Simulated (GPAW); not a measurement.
Ti3As:

```xyz
8
Lattice="5.0218 0.0000 0.0000 0.0000 5.0218 0.0000 0.0000 0.0000 5.0218" Properties=species:S:1:pos:R:3 pbc="T T T"
As    0.0000    0.0000    0.0000
As    2.5109    2.5109    2.5109
Ti    0.0000    2.5109    3.7663
Ti    0.0000    2.5109    1.2554
Ti    3.7663    0.0000    2.5109
Ti    1.2554    0.0000    2.5109
Ti    2.5109    3.7663    0.0000
Ti    2.5109    1.2554    0.0000
```

The cell comes from a database or a generator and needn't be the stable form of this composition.

```yaml
Program: GPAW 26.7.0
Task: relaxation of cell and atoms
Functional: PBEsol
Dispersion: D4
Potentials_or_basis: PAW data sets generated in the run's folder for this functional
Cutoff: 600 eV
Basis: pw
k_mesh: 4 × 4 × 4
Occupations: fermi-dirac, width 0.05 eV
Spin: no spin polarisation
```

At the start: pressure -6.7 GPa; volume 15.83 Å³/atom.

**Question.** How do energy, volume and symmetry change on relaxing?

**Answer.** Over 4 steps the energy falls by 13.7 meV/atom and the volume is 15.03 Å³/atom (-5.0 %); space group Pm-3n (No. 223, to 0.05 Å).

Step by step:
```csv
step,energy change (eV),largest force (eV/Å),pressure (GPa),volume (Å³)
1,0.0000,0.0000,-6.69,126.64
2,-0.0163,0.0000,-6.28,126.19
3,-0.1077,0.0000,0.39,119.91
4,-0.1099,0.0000,-0.02,120.25
```

Final structure:
```yaml
crystal:
  lattice:
    - [4.93584, 0.00000, 0.00000]
    - [0.00000, 4.93584, 0.00000]
    - [0.00000, 0.00000, 4.93584]
  atoms:
    - { symbol: As, position: [0.00000, 0.00000, 0.00000] }
    - { symbol: As, position: [0.50000, 0.50000, 0.50000] }
    - { symbol: Ti, position: [0.00000, 0.50000, 0.75000] }
    - { symbol: Ti, position: [0.00000, 0.50000, 0.25000] }
    - { symbol: Ti, position: [0.75000, 0.00000, 0.50000] }
    - { symbol: Ti, position: [0.25000, 0.00000, 0.50000] }
    - { symbol: Ti, position: [0.50000, 0.75000, 0.00000] }
    - { symbol: Ti, position: [0.50000, 0.25000, 0.00000] }
```

Caveat: later steps reuse the first step's grids; pairwise dispersion overbinds metals, which lowers pressure and volume.
